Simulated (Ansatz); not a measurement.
# CH7NO3Si: the cost of one run

Program: Ansatz 0.2.0. Level of theory: RKS PBE-D4/def2-SVP. These are calculated values, not measurements.

### Step 1. The system as given

Bond lengths: N1–Si2 1.740 Å, Si2–C3 2.010 Å, C3–O4 1.333 Å, C3–O5 1.442 Å, C3–O6 1.424 Å, N1–H7 1.027 Å, N1–H8 1.046 Å, Si2–H9 1.513 Å, Si2–H10 1.487 Å, O4–H11 0.914 Å, O5–H12 1.014 Å, O6–H13 1.026 Å. Angles (14 of 18 angles, heavy atoms first): N1–Si2–C3 112.4°, Si2–C3–O4 115.7°, Si2–C3–O5 112.1°, Si2–C3–O6 115.0°, O4–C3–O5 101.6°, O4–C3–O6 107.1°, O5–C3–O6 103.9°, N1–Si2–H9 106.1°, N1–Si2–H10 108.0°, C3–Si2–H9 110.4°, C3–Si2–H10 110.0°, Si2–N1–H7 106.8°, Si2–N1–H8 104.4°, C3–O4–H11 108.1°.

Structure file:

```xyz
13

N     0.5312   -2.0954   -0.8768
Si    0.1506   -1.2025    0.5668
C    -0.2062    0.7402    0.1953
O    -1.1657    0.9911   -0.6961
O     0.9281    1.3954   -0.4080
O    -0.4858    1.5324    1.3456
H     1.2940   -1.5910   -1.3451
H    -0.2741   -1.9099   -1.5181
H     1.3471   -1.3542    1.4802
H    -1.0451   -1.8275    1.1913
H    -0.7911    1.4438   -1.3958
H     1.1955    2.0448    0.3234
H    -1.4580    1.7981    1.1520
```

### Step 2. End point A

File input.yaml:

```yaml
crystal:
  periodic: [false, false, false]
  atoms:
    - { symbol: "N", position_ang: [0.5312, -2.0954, -0.8768] }
    - { symbol: Si, position_ang: [0.1506, -1.2025, 0.5668] }
    - { symbol: C, position_ang: [-0.2062, 0.7402, 0.1953] }
    - { symbol: O, position_ang: [-1.1657, 0.9911, -0.6961] }
    - { symbol: O, position_ang: [0.9281, 1.3954, -0.408] }
    - { symbol: O, position_ang: [-0.4858, 1.5324, 1.3456] }
    - { symbol: H, position_ang: [1.294, -1.591, -1.3451] }
    - { symbol: H, position_ang: [-0.2741, -1.9099, -1.5181] }
    - { symbol: H, position_ang: [1.3471, -1.3542, 1.4802] }
    - { symbol: H, position_ang: [-1.0451, -1.8275, 1.1913] }
    - { symbol: H, position_ang: [-0.7911, 1.4438, -1.3958] }
    - { symbol: H, position_ang: [1.1955, 2.0448, 0.3234] }
    - { symbol: H, position_ang: [-1.458, 1.7981, 1.152] }
basis:
  gaussian: { orbitals: def2-SVP }
hamiltonian:
  xc: pbe
  dispersion: d4
relax:
  f_tol: 0.02
  max_steps: 50
output:
  orbitals: {}
```

Run with:

```console
> ansatz run input.yaml --threads 2 --pin off --max-ram 3072MiB --backend cpu --events-out ev --progress --plain --runs-dir out
```

Q: Estimate wall time and peak memory on 2 threads of Arm Neoverse V1, shared host.

About 46 s, with a peak of 0.17 GiB.
